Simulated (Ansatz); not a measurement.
# C₂H₈AlBSi: a ladder of functionals and wavefunction methods

An exercise on one series of results from a longer session: the logs are not shown, and one member is left open.

The runs use Ansatz 0.2.0, Gaussian basis; functionals in def2-TZVPP, the program's frozen cores in correlated methods.

Plan: PBE-D4, r2SCAN-D4, PBE0-D4, B3LYP-D4, ωB97X-V, ωB97M-V, B2PLYP; CCSD(T)/def2-TZVPP; MP2/def2-QZVPP; extrapolation to the limit.

### The relaxed structure

The geometry comes from an earlier relaxation with PBE0-D4 in a triple-zeta def2 set; it is a stationary point, not always the lowest conformer.

13 atoms, charge 0, spin multiplicity 1.

Atoms are counted from 1 here; the program's logs count them from 0.

Bond lengths: Si1–C2 1.828 Å, Si1–Al5 2.574 Å, Si1–H6 1.481 Å, Si1–H7 1.570 Å, Si1–H8 1.485 Å, C2–B3 1.540 Å, C2–Al5 2.047 Å, C2–H9 1.086 Å, B3–C4 1.556 Å, B3–H10 1.201 Å, C4–Al5 1.984 Å, C4–H11 1.096 Å, C4–H12 1.085 Å, Al5–H7 1.959 Å, Al5–H13 1.574 Å. Angles: C2–Si1–Al5 52.1°, C2–Si1–H6 115.5°, C2–Si1–H7 101.5°, C2–Si1–H8 120.7°, Al5–Si1–H6 119.1°, Al5–Si1–H7 49.5°, Al5–Si1–H8 125.3°, H6–Si1–H7 103.4°, H6–Si1–H8 111.4°, H7–Si1–H8 100.8°, Si1–C2–B3 121.0°, Si1–C2–Al5 83.1°, Si1–C2–H9 114.9°, B3–C2–Al5 74.7°, B3–C2–H9 120.5°, Al5–C2–H9 132.5°, C2–B3–C4 114.2° and more.

The first run:

Input file in.yaml:

```yaml
crystal:
  periodic: [false, false, false]
  atoms:
    - {symbol: Si, position_ang: [-1.624845, 0.184812, 0.517625]}
    - {symbol: C, position_ang: [0.090931, 0.173316, 1.148209]}
    - {symbol: B, position_ang: [1.156019, -0.753137, 0.532279]}
    - {symbol: C, position_ang: [1.057446, -0.900716, -1.013547]}
    - {symbol: Al, position_ang: [0.507700, 0.977402, -0.686997]}
    - {symbol: H, position_ang: [-2.522738, 1.190628, 1.130176]}
    - {symbol: H, position_ang: [-1.418226, 0.723862, -0.942645]}
    - {symbol: H, position_ang: [-2.340666, -1.087419, 0.245211]}
    - {symbol: H, position_ang: [0.208646, 0.551940, 2.159114]}
    - {symbol: H, position_ang: [2.173701, -0.982276, 1.128154]}
    - {symbol: H, position_ang: [0.140194, -1.325900, -1.435556]}
    - {symbol: H, position_ang: [1.920915, -1.245590, -1.573479]}
    - {symbol: H, position_ang: [0.671325, 2.458179, -1.193742]}
basis:
  gaussian: {orbitals: def2-TZVPP}
hamiltonian: {xc: pbe, dispersion: d4}
output: {forces: true, orbitals: {seedname: orbitals}}
```

Started as:

```
$ ansatz run in.yaml --threads 4 --pin off --events-out ev --progress --plain --max-ram 10444MiB
```

Steps of the session up to this table: PBE-D4 (GGA); r2SCAN-D4 (meta-GGA); PBE0-D4 (hybrid); B3LYP-D4 (hybrid); ωB97X-V (range-separated); ωB97M-V (range-separated); B2PLYP (double hybrid); CCSD(T) in def2-TZVPP; MP2 in def2-QZVPP.

One of the session's tables, all rows but one given; the rest of the session is left out.

It belongs to the step «Atomisation energies». 

```
            method  atomisation energy (kcal/mol)
            PBE-D4                              ?
         r2SCAN-D4                         1097.8
           PBE0-D4                         1092.4
          B3LYP-D4                         1085.8
           ωB97X-V                         1093.0
           ωB97M-V                         1093.3
            B2PLYP                         1073.9
     HF/def2-TZVPP                          828.4
    MP2/def2-TZVPP                         1072.7
   CCSD/def2-TZVPP                         1047.4
CCSD(T)/def2-TZVPP                         1061.5
           MP2/CBS                         1097.4
       CCSD(T)/CBS                         1086.3
```

Q: Estimate the row for PBE-D4 from the others.

**Answer.** atomisation energy (kcal/mol): 1099.0. In the column «atomisation energy (kcal/mol)» it is the highest.
